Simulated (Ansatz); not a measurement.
# LiY3: the cost of one run

Program: Ansatz 0.2.0. Level of theory: DFT PBE, scalar-relativistic, plane waves, PAW. These are calculated values, not measurements.

### Step 1. Starting point

Symmetry: Fm-3m, No. 225, cubic system. The conventional cell has a = 7.800 Å, b = 7.800 Å, c = 7.800 Å, α = 90.00°, β = 90.00°, γ = 90.00°. Li (site symmetry m-3m) is surrounded by 8 Y at 3.38 Å. Y (site symmetry -43m) has 4 Li at 3.38 Å and 4 Y at 3.38 Å as nearest neighbours. Y (site symmetry m-3m) is surrounded by 8 Y at 3.38 Å.

As a file:

```xyz
4
Lattice="0.0000 3.8999 3.8999 3.8999 0.0000 3.8999 3.8999 3.8999 0.0000" Properties=species:S:1:pos:R:3 pbc="T T T"
Li    0.0000    0.0000    0.0000
Y     1.9499    1.9499    1.9499
Y     5.8498    5.8498    5.8498
Y     3.8999    3.8999    3.8999
```

This is candidate A: structure listed in a database for this formula (Fm-3m, No. 225).

(A quick probe on a coarse mesh, which set the mesh and smearing, is not shown.)

### Step 3. Relaxing cell and atoms (candidate A)

Input file input.yaml:

```yaml
crystal:
  lattice:
    - [0.0, 3.899852, 3.899852]
    - [3.899852, 0.0, 3.899852]
    - [3.899852, 3.899852, 0.0]
  atoms:
    - { symbol: Li, position: [0.0, 0.0, 0.0] }
    - { symbol: "Y", position: [0.25, 0.25, 0.25] }
    - { symbol: "Y", position: [0.75, 0.75, 0.75] }
    - { symbol: "Y", position: [0.5, 0.5, 0.5] }
basis:
  ecutwfc: 420
kpoints:
  mp_grid: { grid: [10, 10, 10] }
hamiltonian:
  xc: pbe
scf:
  occupations: { method: gaussian, width: 0.1 }
output:
  forces: true
  stress: true
  eigenvalues: true
relax:
  adjacent_minimum: "off"
  f_tol: 0.01
  max_steps: 80
  cell: { stress_tol: 0.05 }
```

The run is started by

```sh
$ ansatz run input.yaml --threads 1 --pin off --max-ram 2560MiB --backend cpu --events-out ev --progress --plain --runs-dir out
```

Q: Estimate wall time and peak memory on 1 thread of Intel Xeon 6975P-C (Granite Rapids), shared host.

About 6.4 s, with a peak of 0.47 GiB.
